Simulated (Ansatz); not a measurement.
**SiO (SMILES O=[Si]): B3LYP/def2-TZVPPD**

What is the electronic atomisation energy of SiO at B3LYP/def2-TZVPPD? 

Program for the calculation: Ansatz 0.2.0.

32 further runs of the same task are left out: 32 set aside as unsound or not needed.

## (1) The molecule

The species is SiO (2 atoms), meant as a singlet with charge 0. SMILES: `O=[Si]`. The coordinates come from a PBE0-D4/def2-TZVP relaxation.

Bond lengths: O1–Si2 1.509 Å.

## (2) The energy at B3LYP/def2-TZVPPD

in.yaml reads:

```yaml
crystal:
  periodic: [false, false, false]
  atoms:
    - {symbol: O, position_ang: [-0.640700, 0.231500, -0.324000]}
    - {symbol: Si, position_ang: [0.640700, -0.231500, 0.324000]}
basis:
  gaussian:
    orbitals: def2-TZVPPD.json
hamiltonian:
  xc: {name: B3LYP}
accuracy: high
output: {orbitals: {seedname: orbitals}}
```

The basis set def2-TZVPPD is read from a file made from the Basis Set Exchange's data (not shown).

Launch:

```console
$ ansatz run in.yaml --threads 1 --pin off --max-ram 3480MiB --events-out events.jsonl --progress --plain --runs-dir runs
```

What it wrote:

```text
Warning: RAYON_NUM_THREADS=1 ignored (pool sized by the plan → 1); use --threads N
Functional definition: B3LYP
  name "B3LYP"
  parameter a0 = 0.2
  parameter ax = 0.72
  parameter ac = 0.81
  exchange = (1 - a0 - ax)*slater_x + ax*b88_x + a0*exact_x
  correlation = (1 - ac)*vwn_rpa_c + ac*lyp_c
1168 factors; integrals over basis functions are off by at most 3.9e-9 eV
mean field evaluation 1: about -9916.6338 eV, gradient 7.3e1 eV
mean field evaluation 2: about -9779.5069 eV, gradient 2.1e2 eV
mean field evaluation 4: about -9926.3437 eV, gradient 4.4e0 eV
mean field evaluation 8: about -9926.3820 eV, gradient 9.1e-1 eV
mean field evaluation 16: about -9926.3836 eV, gradient 1.4e-5 eV
mean field -9926.38362365 eV, -364.7878698245 hartree, gradient 3.0e-8 eV, S^2 0.000000; 0 other end points of the search recorded, 0 dependent functions left out
reference -9926.38365008 eV, -364.7878707961 hartree; 11, 11 occupied and 77, 77 virtual orbitals, 1168 factors
Total energy: -9926.38365008 eV, -364.7878707961 hartree
```

Run time: 2.6 s. Hardware: 1 thread of Arm Neoverse V2, shared host; peak memory 0.16 GiB.

## (3) The O atom at the same level

job.yaml reads:

```yaml
basis:
  gaussian:
    orbitals: def2-TZVPPD.json
crystal:
  periodic: [false, false, false]
  atoms:
    - {symbol: O, position_ang: [0.000000, 0.000000, 0.000000]}
magnetization:
  spin_polarized: true
  initial_magnetization: 2
hamiltonian:
  xc: {name: B3LYP}
accuracy: high
```

The basis set def2-TZVPPD is read from a file made from the Basis Set Exchange's data (not shown).

Run the same way, it converges to -75.09698 Eh (log not shown).

## (4) The Si atom, same level

run.yaml reads:

```yaml
crystal:
  periodic: [false, false, false]
  atoms:
    - {symbol: Si, position_ang: [0.000000, 0.000000, 0.000000]}
basis:
  gaussian: {orbitals: def2-TZVPPD.json}
magnetization: {spin_polarized: true, initial_magnetization: 2}
hamiltonian: {xc: {name: B3LYP}}
accuracy: high
```

The basis set def2-TZVPPD is read from a file made from the Basis Set Exchange's data (not shown).

Launch:

```console
$ ansatz run run.yaml --threads 1 --pin off --max-ram 3480MiB --events-out events.jsonl --progress --plain --runs-dir runs
```

What it wrote:

```text
Warning: RAYON_NUM_THREADS=1 ignored (pool sized by the plan → 1); use --threads N
Functional definition: B3LYP
  name "B3LYP"
  parameter a0 = 0.2
  parameter ax = 0.72
  parameter ac = 0.81
  exchange = (1 - a0 - ax)*slater_x + ax*b88_x + a0*exact_x
  correlation = (1 - ac)*vwn_rpa_c + ac*lyp_c
468 factors; integrals over basis functions are off by at most 3.9e-9 eV
mean field evaluation 1: about -7874.6873 eV, gradient 2.9e0 eV
mean field evaluation 2: about -7874.7555 eV, gradient 1.4e0 eV
mean field evaluation 4: about -7874.7629 eV, gradient 3.1e-1 eV
mean field evaluation 8: about -7874.7634 eV, gradient 3.2e-4 eV
mean field evaluation 16: about -7874.7634 eV, gradient 3.8e-9 eV
mean field evaluation 32: about -7874.7634 eV, gradient 3.2e-4 eV
mean field -7874.76335396 eV, -289.3922155518 hartree, gradient 8.3e-8 eV, S^2 2.004116; 2 other end points of the search recorded, 0 dependent functions left out
reference -7874.76337518 eV, -289.3922163316 hartree; 8, 6 occupied and 40, 42 virtual orbitals, 468 factors
Total energy: -7874.76337518 eV, -289.3922163316 hartree
```

Wall time 2.2 s (1 thread of Arm Neoverse V2, shared host); peak memory 0.099 GiB.

## (5) What came out

At B3LYP/def2-TZVPPD:

```
                     quantity          value
       molecule: total energy  -364.78787 Eh
        molecule: HOMO energy       -8.61 eV
        molecule: LUMO energy       -2.24 eV
      molecule: HOMO–LUMO gap        6.37 eV
         O atom: total energy   -75.09698 Eh
                 O atom: ⟨S²⟩          2.004
        Si atom: total energy  -289.39222 Eh
                Si atom: ⟨S²⟩          2.004
electronic atomisation energy       8.127 eV
```

In words: Taking the molecule apart into free atoms costs 8.13 eV (187 kcal/mol), before zero-point energy and without spin-orbit coupling.
